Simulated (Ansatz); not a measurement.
# AlNi3: the cost of one run

Program: Ansatz 0.2.0. Level of theory: DFT LDA, scalar-relativistic, plane waves, PAW. These are calculated values, not measurements.

28 further runs of the same task are left out: 28 set aside as unsound or not needed.

### 1 The structure to begin with

Symmetry: Fm-3m, No. 225, cubic system. Conventional cell: a = 5.181 Å, b = 5.181 Å, c = 5.181 Å, α = 90.00°, β = 90.00°, γ = 90.00°. Al (site symmetry m-3m) is surrounded by 8 Ni at 2.24 Å. Around Ni (site symmetry -43m) lie 4 Al at 2.24 Å and 4 Ni at 2.24 Å. Ni (site symmetry m-3m) has 8 Ni at 2.24 Å as nearest neighbours.

Structure file:

```cif
data_structure
_symmetry_space_group_name_H-M 'P 1'
_symmetry_Int_Tables_number 1
_cell_length_a 3.6637
_cell_length_b 3.6637
_cell_length_c 3.6637
_cell_angle_alpha 60.000
_cell_angle_beta 60.000
_cell_angle_gamma 60.000
_cell_volume 34.77
loop_
_atom_site_label
_atom_site_type_symbol
_atom_site_fract_x
_atom_site_fract_y
_atom_site_fract_z
_atom_site_occupancy
Al1 Al 0.50000 0.50000 0.50000 1
Ni1 Ni 0.25000 0.25000 0.25000 1
Ni2 Ni 0.00000 0.00000 0.00000 1
Ni3 Ni 0.75000 0.75000 0.75000 1
```

### 2 Volume 8.693 Å³ an atom, total moment held at 1.875 muB a cell

Contents of input.yaml:

```yaml
crystal:
  lattice:
    - [0.0, 2.5905971998, 2.5905971998]
    - [2.5905971998, 0.0, 2.5905971998]
    - [2.5905971998, 2.5905971998, 0.0]
  atoms:
    - { symbol: Al, position: [0.5, 0.5, 0.5] }
    - { symbol: Ni, position: [0.25, 0.25, 0.25], spin: 0.625 }
    - { symbol: Ni, position: [0.0, 0.0, 0.0], spin: 0.625 }
    - { symbol: Ni, position: [0.75, 0.75, 0.75], spin: 0.625 }
basis:
  ecutwfc: 520.0
kpoints:
  mp_grid: { grid: [14, 14, 14] }
hamiltonian:
  xc: lda
  pseudopotentials: { kind: paw, azcp: { folder: soft_1 } }
scf:
  occupations: { method: gaussian, width: 0.15 }
  lower_state_search: "off"
output:
  forces: true
  stress: true
  eigenvalues: true
  populations: true
magnetization:
  spin_polarized: true
  initial_magnetization: 1.875
  spin_locking: { lock_magnetization: hard }
```

Launch:

```console
$ ansatz run input.yaml --threads 4 --pin off --max-ram 8192MiB --backend cpu --events-out ev --progress --plain --runs-dir out
```

**Question.** How long does this run take on 4 threads of Arm Neoverse N1, shared host, and how much memory does it need?

About 16 s, with a peak of 0.51 GiB.
